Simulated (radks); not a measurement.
**Filling a parabolic well with ω = 0.107 hartree*: electrons 8 to 13**

Which level does each new electron take in a parabolic well with ω = 0.107 hartree*, and at which counts is the dot hardest to charge further? Each count tries a few candidate levels and keeps the lowest.

The numbers are computed with radks (version 2): non-relativistic spin-polarised Kohn-Sham, LDA (Slater exchange, Perdew-Wang correlation), spherically averaged shells.

**1. The model**

| Property | Result |
| --- | --- |
| well | a parabolic well with ω = 0.107 hartree* |
| functional | LDA (Slater exchange, Perdew-Wang correlation) |
| levels | named by radial order: 1s, 1p, 1d, 2s, 1f and so on |
| units | effective atomic units, hartree* and bohr* |
| configuration carried in | 1s2 1p(up 3, down 2) (N = 7, energy 4.779191) |

The runs that follow: N = 8; Electron number 9; 10 electrons; 11 electrons; Electron number 12; N = 13.

Q: Predict the outcome of this session. Wanted: closed shells at N; largest addition energy; most unpaired electrons; polarisability at N = 8; configuration at N = 13.

**Answer**, as computed:

| quantity | value |
| --- | --- |
| closed shells at N | 8 |
| largest addition energy | 0.152 hartree* at N = 8 (of N = 8 to 12) |
| most unpaired electrons | 5 at N = 13 |
| polarisability at N = 8 | 698.8 bohr*³ |
| configuration at N = 13 | 1s2 1p6 1d(up 5, down 0) |

In words: All occupied shells are full at N = 8, and the second difference peaks there. Up to 5 electrons are unpaired (N = 13), since exchange favours parallel spins. In a parabolic well without a central charge the polarisability is N/ω² whatever the interaction, here 698.8. Spherical averaging forbids deformation, and the greedy search can miss a lower configuration.
